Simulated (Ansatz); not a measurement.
# Cl4FHW: the cost of one run

All numbers below are computed with Ansatz 0.2.0 (RHF/def2-SVP).

## Step 1: The structure to begin with

Bond lengths: W1–F2 1.850 Å, W1–H3 1.720 Å, W1–Cl4 2.390 Å, W1–Cl5 2.390 Å, W1–Cl6 2.390 Å, W1–Cl7 2.390 Å. Angles (14 of 15 angles, heavy atoms first): F2–W1–Cl4 90.0°, F2–W1–Cl5 90.0°, F2–W1–Cl6 90.0°, F2–W1–Cl7 180.0°, Cl4–W1–Cl5 90.0°, Cl4–W1–Cl6 180.0°, Cl4–W1–Cl7 90.0°, Cl5–W1–Cl6 90.0°, Cl5–W1–Cl7 90.0°, Cl6–W1–Cl7 90.0°, F2–W1–H3 90.0°, H3–W1–Cl4 90.0°, H3–W1–Cl5 180.0°, H3–W1–Cl6 90.0°.

As a file:

```xyz
7

W     0.0000    0.0000    0.0000
F     0.0000    0.0000    1.8500
H     1.7200    0.0000    0.0000
Cl    0.0000    2.3900    0.0000
Cl   -2.3900    0.0000    0.0000
Cl    0.0000   -2.3900    0.0000
Cl    0.0000    0.0000   -2.3900
```

## Step 2: Preparing the start

The input, input.yaml:

```yaml
crystal:
  periodic: [false, false, false]
  atoms:
    - { symbol: W, position_ang: [0.0, 0.0, 0.0] }
    - { symbol: F, position_ang: [0.0, 0.0, 1.85] }
    - { symbol: H, position_ang: [1.72, 0.0, 0.0] }
    - { symbol: Cl, position_ang: [0.0, 2.39, 0.0] }
    - { symbol: Cl, position_ang: [-2.39, 0.0, 0.0] }
    - { symbol: Cl, position_ang: [0.0, -2.39, 0.0] }
    - { symbol: Cl, position_ang: [0.0, 0.0, -2.39] }
basis:
  gaussian: { orbitals: def2-SVP }
hamiltonian:
  xc: hf
relax:
  f_tol: 0.02
  max_steps: 40
output:
  orbitals: {}
```

On the command line:

```bash
> ansatz run input.yaml --threads 4 --pin off --max-ram 5120MiB --backend cpu --events-out ev --progress --plain --runs-dir out
```

**Question.** How long does this run take on 4 threads of Arm Neoverse V2, shared host, and how much memory does it need?

About 15 s, with a peak of 0.43 GiB.
